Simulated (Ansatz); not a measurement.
# Si₂H₇Cl (built from SMILES [SiH3]Cl.[SiH4]): search for a transition state, part 1 of 3

Is there a first-order saddle for this four-centre ligand exchange, which should form Si1–Si7, H2–H6 and break Si1–H2, H6–Si7, and which two structures does it connect?

Method: PBE0-D4, def2-SVP first, then def2-TZVP; program: Ansatz 0.2.0, Gaussian basis.

152 further runs of the same task are left out: 152 set aside as unsound or not needed.

## Step 1: The system as given

The guess: 10 atoms, charge 0, spin multiplicity 1.

Atoms are counted from 1 here; the program's logs count them from 0.

Bond lengths: Si1–H3 1.466 Å, Si1–H4 1.460 Å, Si1–Cl5 2.027 Å, Si7–H8 1.444 Å, Si7–H9 1.443 Å, Si7–H10 1.497 Å. Angles: H3–Si1–H4 103.1°, H3–Si1–Cl5 104.7°, H4–Si1–Cl5 105.3°, H8–Si7–H9 142.0°, H8–Si7–H10 103.7°, H9–Si7–H10 103.9°.

Geometry (Å):

```xyz
10
ClH7Si2
Si   -0.7350    0.8789   -0.6002
H    -0.7582   -0.8655   -0.3547
H    -2.1090    0.9933   -1.0987
H    -0.6170    2.0166    0.3075
Cl    0.4305    1.3416   -2.1933
H    -0.4714   -2.0422    0.0684
Si    0.8606   -0.5929    0.8102
H    -0.0480   -0.8458    1.9031
H     1.6055   -1.2643   -0.2269
H     1.8420    0.3803    1.3845
```

Distances that are to change: Si1–Si7 2.59 Å, H2–H6 1.28 Å, Si1–H2 1.76 Å, H6–Si7 2.10 Å.

## Step 2: Relaxing the guess with the reacting distances held

hold/in.yaml reads:

```yaml
crystal:
  periodic: [false, false, false]
  atoms:
    - {symbol: Si, position_ang: [-0.735000, 0.878900, -0.600200]}
    - {symbol: H, position_ang: [-0.758200, -0.865500, -0.354700]}
    - {symbol: H, position_ang: [-2.109000, 0.993300, -1.098700]}
    - {symbol: H, position_ang: [-0.617000, 2.016600, 0.307500]}
    - {symbol: Cl, position_ang: [0.430500, 1.341600, -2.193300]}
    - {symbol: H, position_ang: [-0.471400, -2.042200, 0.068400]}
    - {symbol: Si, position_ang: [0.860600, -0.592900, 0.810200]}
    - {symbol: H, position_ang: [-0.048000, -0.845800, 1.903100]}
    - {symbol: H, position_ang: [1.605500, -1.264300, -0.226900]}
    - {symbol: H, position_ang: [1.842000, 0.380300, 1.384500]}
basis:
  gaussian: {orbitals: def2-SVP}
hamiltonian: {xc: pbe0, dispersion: d4}
relax: {f_tol: 0.04, max_steps: 150, escape_saddle: false, constraints: [{distance: [0, 6]}, {distance: [1, 5]}, {distance: [0, 1]}, {distance: [5, 6]}]}
```

The run is started by

```
$ ansatz run in.yaml --threads 4 --pin off --events-out ev --progress --plain --max-ram 9574MiB
```

The log of the run, shortened:

```text
Functional definition: PBE0
  name "PBE0"
  cite "Adamo & Barone, J. Chem. Phys. 110, 6158 (1999) doi:10.1063/1.478522"
  cite "Perdew, Burke & Ernzerhof, Phys. Rev. Lett. 77, 3865 (1996) doi:10.1103/PhysRevLett.77.3865"
  parent pbe
[...]
905 factors; integrals over basis functions are off by at most 4.5e-4 eV
[...]
mean field -28368.69893043 eV, -1042.5304566984 hartree, gradient 4.8e-6 eV, S^2 0.000000; 0 other end points of the search recorded, 0 dependent functions left out
[...]
reference -28368.69895749 eV, -1042.5304576931 hartree; 26, 26 occupied and 63, 63 virtual orbitals, 905 factors
[...]
Atom 2 at    -2.098609     0.816354    -0.494708 Å, force     0.003097     0.011105     0.007673 eV/Å
Atom 3 at    -0.356173     2.446769    -0.050488 Å, force     0.000129    -0.020506    -0.002105 eV/Å
Atom 4 at     0.003678     0.988170    -2.531604 Å, force     0.001383    -0.002773     0.021731 eV/Å
Atom 5 at    -0.252231    -1.919712    -0.293898 Å, force    -1.118657     2.461513    -0.807585 eV/Å
Atom 6 at     0.782875    -0.534105     0.903437 Å, force    -0.350830     1.258240    -0.302947 eV/Å
Atom 7 at    -0.224032    -1.248089     1.735459 Å, force     0.021240     0.003708    -0.022274 eV/Å
Atom 8 at     1.679964    -1.146723    -0.109678 Å, force     0.003674    -0.009666     0.009066 eV/Å
Atom 9 at     1.672950     0.223527     1.877761 Å, force    -0.014944    -0.017776    -0.015727 eV/Å
Dipole moment:    -0.077015     0.014250     0.248954 e Å
```

Run time: 12 s. Hardware: 4 threads of Arm Neoverse V2, shared host.

Relaxation path: (the energy doesn't fall at every step)

```
step  energy from step 1 (eV)  largest force component (eV/Å)
   1                   0.0000                          1.0033
   2                  -0.3125                          0.4126
   3                  -0.4061                          0.5466
   4                  -0.4295                          0.2259
   5                  -0.3642                          0.4726
   6                  -0.4497                          0.0524
   7                  -0.4591                          0.0577
   8                  -0.4712                          0.1512
   9                  -0.4719                          0.4212
  10                  -0.4831                          0.1298
  11                  -0.4884                          0.0643
  12                  -0.4884                          0.0711
  13                  -0.4904                          0.0247
  14                  -0.4934                          0.0241
```

Distances of close pairs at the start and the end, largest changes first:

```
   bond  before (Å)  after (Å)  change (Å)
 Si7–H8       1.444      1.489      +0.045
 Si7–H9       1.443      1.485      +0.043
Si1–Cl5       2.027      2.070      +0.042
 Si1–H4       1.460      1.497      +0.037
 Si1–H3       1.466      1.493      +0.027
Si7–H10       1.497      1.522      +0.025
```

## Step 3: A starting Hessian

hessian/in.yaml reads:

```yaml
crystal:
  periodic: [false, false, false]
  atoms:
    - {symbol: Si, position_ang: [-0.628433, 1.066342, -0.562217]}
    - {symbol: H, position_ang: [-0.579990, -0.692533, -0.474164]}
    - {symbol: H, position_ang: [-2.098609, 0.816354, -0.494708]}
    - {symbol: H, position_ang: [-0.356173, 2.446769, -0.050488]}
    - {symbol: Cl, position_ang: [0.003678, 0.988170, -2.531604]}
    - {symbol: H, position_ang: [-0.252231, -1.919712, -0.293898]}
    - {symbol: Si, position_ang: [0.782875, -0.534105, 0.903437]}
    - {symbol: H, position_ang: [-0.224032, -1.248089, 1.735459]}
    - {symbol: H, position_ang: [1.679964, -1.146723, -0.109678]}
    - {symbol: H, position_ang: [1.672950, 0.223527, 1.877761]}
basis:
  gaussian: {orbitals: def2-SVP}
hamiltonian: {xc: pbe0, dispersion: d4}
phonons: {}
scf: {lower_state_search: off}
```

The run is started by

```
$ ansatz run in.yaml --threads 4 --pin off --events-out ev --progress --plain --max-ram 9574MiB
```

The log of the run, shortened:

```text
[... 5 set-up lines as earlier in the session ...]
[...]
910 factors; integrals over basis functions are off by at most 3.8e-4 eV
[...]
mean field -28369.19593209 eV, -1042.5487211727 hartree, gradient 9.5e-6 eV, S^2 0.000000; 0 other end points of the search recorded, 0 dependent functions left out
[...]
reference -28369.19595916 eV, -1042.5487221676 hartree; 26, 26 occupied and 63, 63 virtual orbitals, 910 factors
[...]
WARN: phonons: 3 modes above zero are rigid motions of the cell's bodies and no vibrations: the zero-point energy, free energy, entropy and heat capacity leave them out. With what each would have added to F at 1000 K, by the weight of its row in the mesh: 0.04 cm⁻¹ (-0.841 eV; rigid [...]
WARN: phonons: modes at or below zero, which the zero-point energy, F, S and C_V leave out: 2, the lowest at -1209.40 cm⁻¹. A minimum has none, and a first-order saddle one
[...]
Atom 7 at    -0.224032    -1.248089     1.735459 Å, force     0.021259     0.003696    -0.022230 eV/Å
Atom 8 at     1.679964    -1.146723    -0.109678 Å, force     0.003681    -0.009683     0.009118 eV/Å
Atom 9 at     1.672950     0.223527     1.877761 Å, force    -0.014935    -0.017806    -0.015710 eV/Å
Dipole moment:    -0.077011     0.014251     0.248953 e Å
Vibrations: -1209.40 -216.03 151.58 265.19 309.79 410.36 484.96 553.99 642.29 671.77 758.46 786.87 827.21 934.07 955.59 1031.55 1037.50 1272.98 1373.06 2094.77 2205.30 2231.98 2236.07 2281.56 cm⁻¹, zero-point energy 1.457862 eV
Checks for a lower state left out: stability, starts, cluster_reference, orbital_swaps, neighbouring_geometries, increment
```

It took 30 s on 4 threads of Arm Neoverse V2, shared host.

The structure is not stationary yet, so these wavenumbers are no spectrum; the search needs only the force constants.

## Step 4: Saddle search in the small basis

A small driver takes partitioned rational-function steps: uphill along one mode, downhill along the rest. It calls the program once a step for energy and forces and updates the Hessian by Bofill's formula. It stops when the largest force is under 0.04 eV/Å and the followed curvature is negative. The first step's input:

presaddle/in.yaml reads:

```yaml
crystal:
  periodic: [false, false, false]
  atoms:
    - {symbol: Si, position_ang: [-0.628433, 1.066342, -0.562217]}
    - {symbol: H, position_ang: [-0.579990, -0.692533, -0.474164]}
    - {symbol: H, position_ang: [-2.098609, 0.816354, -0.494708]}
    - {symbol: H, position_ang: [-0.356173, 2.446769, -0.050488]}
    - {symbol: Cl, position_ang: [0.003678, 0.988170, -2.531604]}
    - {symbol: H, position_ang: [-0.252231, -1.919712, -0.293898]}
    - {symbol: Si, position_ang: [0.782875, -0.534105, 0.903437]}
    - {symbol: H, position_ang: [-0.224032, -1.248089, 1.735459]}
    - {symbol: H, position_ang: [1.679964, -1.146723, -0.109678]}
    - {symbol: H, position_ang: [1.672950, 0.223527, 1.877761]}
basis:
  gaussian: {orbitals: def2-SVP}
hamiltonian: {xc: pbe0, dispersion: d4}
output: {forces: true}
scf: {lower_state_search: off}
```

The run is started by

```
$ ansatz run in.yaml --threads 4 --pin off --events-out ev --progress --plain --max-ram 9574MiB
```

Step by step:

```
step   energy (eV)  largest force (eV/Å)  followed curvature (eV/Å²)
   1  -28369.39903                3.9843                       -6.77
   2  -28369.02537                2.5999                       -7.61
   3  -28368.96419                0.8915                       -8.83
   4  -28369.15387                0.6486                       -8.84
   5  -28369.42233                0.5453                       -8.95
   6  -28369.62447                0.6526                       -8.88
   7  -28369.55506                1.2880                       -8.07
   8  -28369.62145                0.7181                       -7.49
   9  -28369.64795                0.3327                       -8.10
  10  -28369.64070                0.5402                       -8.36
  11  -28369.64951                0.3470                       -8.47
  12  -28369.65626                0.3158                       -8.47
  13  -28369.66616                0.0754                       -8.49
  14  -28369.66794                0.2340                       -8.50
  15  -28369.67060                0.1153                       -8.51
  16  -28369.67191                0.0321                       -8.31
```

The 16 steps took 9.7 s in all (4 threads of Arm Neoverse V2, shared host).

## Step 5: Saddle search in triple zeta

The search itself is an outer loop (partitioned rational-function steps, Bofill update of the Hessian). Each step is one single-point run with forces. It stops when the largest force is under 0.01 eV/Å and the followed curvature is negative. The first step's input:

saddle/in.yaml reads:

```yaml
crystal:
  periodic: [false, false, false]
  atoms:
    - {symbol: Si, position_ang: [-0.660767, 0.895346, -0.613672]}
    - {symbol: H, position_ang: [-0.431723, -0.917206, -0.469992]}
    - {symbol: H, position_ang: [-2.145001, 0.825645, -0.470897]}
    - {symbol: H, position_ang: [-0.216240, 2.176301, 0.015416]}
    - {symbol: Cl, position_ang: [-0.134202, 0.997344, -2.620613]}
    - {symbol: H, position_ang: [-0.037295, -1.774760, -0.052809]}
    - {symbol: Si, position_ang: [0.762991, -0.622313, 0.879053]}
    - {symbol: H, position_ang: [-0.548226, -0.606099, 1.621019]}
    - {symbol: H, position_ang: [1.672083, -0.566890, -0.310072]}
    - {symbol: H, position_ang: [1.738380, -0.407367, 2.022467]}
basis:
  gaussian: {orbitals: def2-TZVP}
hamiltonian: {xc: pbe0, dispersion: d4}
output: {forces: true}
scf: {lower_state_search: off}
```

The run is started by

```
$ ansatz run in.yaml --threads 4 --pin off --events-out ev --progress --plain --max-ram 9574MiB
```

Step by step:

```
step   energy (eV)  largest force (eV/Å)  followed curvature (eV/Å²)
   1  -28379.74351                0.2702                       -8.31
   2  -28379.75251                0.1022                       -8.43
   3  -28379.75302                0.0662                       -8.29
   4  -28379.75301                0.0572                       -8.30
   5  -28379.75342                0.0707                       -8.32
   6  -28379.75369                0.0441                       -8.29
   7  -28379.75379                0.0933                       -8.28
   8  -28379.75380                0.0516                       -8.29
   9  -28379.75418                0.0477                       -8.44
  10  -28379.75450                0.0230                       -8.40
  11  -28379.75488                0.0324                       -8.40
  12  -28379.75504                0.0099                       -8.40
```

The 12 steps took 14 s in all (4 threads of Arm Neoverse V2, shared host).

The point found:

```xyz
10
ClH7Si2
Si   -0.6481    0.8914   -0.6125
H    -0.3832   -0.9164   -0.4852
H    -2.1178    0.7543   -0.4462
H    -0.2401    2.1726    0.0221
Cl   -0.1849    1.0646   -2.6145
H    -0.0590   -1.7692   -0.0253
Si    0.7683   -0.6196    0.8637
H    -0.5546   -0.5073    1.5597
H     1.7103   -0.6632   -0.2872
H     1.7092   -0.4072    2.0252
```

Followed mode, largest move set to 1: H6 (-0.62, 0.48, -0.62); H2 (0.01, -0.84, -0.01); H8 (0.30, -0.58, -0.02); H4 (-0.14, 0.47, -0.15).

## Step 6: Vibrations at the point found

vib/in.yaml reads:

```yaml
crystal:
  periodic: [false, false, false]
  atoms:
    - {symbol: Si, position_ang: [-0.648084, 0.891363, -0.612485]}
    - {symbol: H, position_ang: [-0.383194, -0.916423, -0.485154]}
    - {symbol: H, position_ang: [-2.117808, 0.754287, -0.446205]}
    - {symbol: H, position_ang: [-0.240126, 2.172619, 0.022127]}
    - {symbol: Cl, position_ang: [-0.184892, 1.064647, -2.614500]}
    - {symbol: H, position_ang: [-0.059042, -1.769157, -0.025277]}
    - {symbol: Si, position_ang: [0.768290, -0.619598, 0.863723]}
    - {symbol: H, position_ang: [-0.554637, -0.507289, 1.559659]}
    - {symbol: H, position_ang: [1.710321, -0.663218, -0.287180]}
    - {symbol: H, position_ang: [1.709171, -0.407231, 2.025192]}
basis:
  gaussian: {orbitals: def2-TZVP}
hamiltonian: {xc: pbe0, dispersion: d4}
phonons: {temperatures: {t_min: 298.15, t_max: 900, t_step: 200}}
```

The run is started by

```
$ ansatz run in.yaml --threads 4 --pin off --events-out ev --progress --plain --max-ram 9574MiB
```

The log of the run, shortened:

```text
[... 5 set-up lines as earlier in the session ...]
[...]
1112 factors; their error is unknown
[...]
mean field -28379.56481550 eV, -1042.9297706096 hartree, gradient 2.8e-5 eV, S^2 0.000000; 0 other end points of the search recorded, 0 dependent functions left out
[...]
WARN: phonons: modes at or below zero, which the zero-point energy, F, S and C_V leave out: 1, the lowest at -1225.19 cm⁻¹. A minimum has none, and a first-order saddle one
[...]
Atom 7 at    -0.554637    -0.507289     1.559659 Å, force     0.003157    -0.003969    -0.002361 eV/Å
Atom 8 at     1.710321    -0.663218    -0.287180 Å, force     0.000818    -0.000760    -0.002505 eV/Å
Atom 9 at     1.709171    -0.407231     2.025192 Å, force    -0.001694     0.004652     0.004348 eV/Å
Dipole moment:    -0.070722    -0.134605     0.208788 e Å
Vibrations: -1225.19 83.92 164.78 242.19 331.60 495.45 540.11 575.19 695.44 718.56 812.28 885.42 919.34 945.57 1109.84 1149.76 1306.34 1515.68 1780.94 2077.64 2120.72 2193.53 2210.00 2226.09 cm⁻¹, zero-point energy 1.556027 eV
```

It took 60 s on 4 threads of Arm Neoverse V2, shared host.

Wavenumbers and character of the modes:

```
mode  wavenumber (cm⁻¹)                                                            character
   1              1225i                                        changes H2–H6, Si1–H2, H6–Si7
   2                 84  not assigned (largely outside the bonds, angles and torsions drawn)
   3                165  not assigned (largely outside the bonds, angles and torsions drawn)
   4                242  not assigned (largely outside the bonds, angles and torsions drawn)
   5                332  not assigned (largely outside the bonds, angles and torsions drawn)
   6                495                                                                 bend
   7                540                                                        Si–Cl stretch
   8                575                                                                 bend
   9                695                                                                 bend
  10                719                                                                 bend
  11                812                                                                 bend
  12                885  not assigned (largely outside the bonds, angles and torsions drawn)
  13                919                                                                 bend
  14                946                                                                 bend
  15               1110  not assigned (largely outside the bonds, angles and torsions drawn)
  16               1150                                                                 bend
  17               1306  not assigned (largely outside the bonds, angles and torsions drawn)
  18               1516  not assigned (largely outside the bonds, angles and torsions drawn)
  19               1781  not assigned (largely outside the bonds, angles and torsions drawn)
  20               2078                                                         Si–H stretch
  21               2121                                                         Si–H stretch
  22               2194                                                         Si–H stretch
  23               2210                                                         Si–H stretch
  24               2226                                                         Si–H stretch
```

Vibrational sums (real modes only):

```
T (K)  entropy (J/mol/K)  heat capacity (J/mol/K)
  298               51.9                     63.7
  498               93.9                    100.9
  698              132.3                    126.7
  898              166.5                    144.3
```

(Continued in part 2 of 3.)
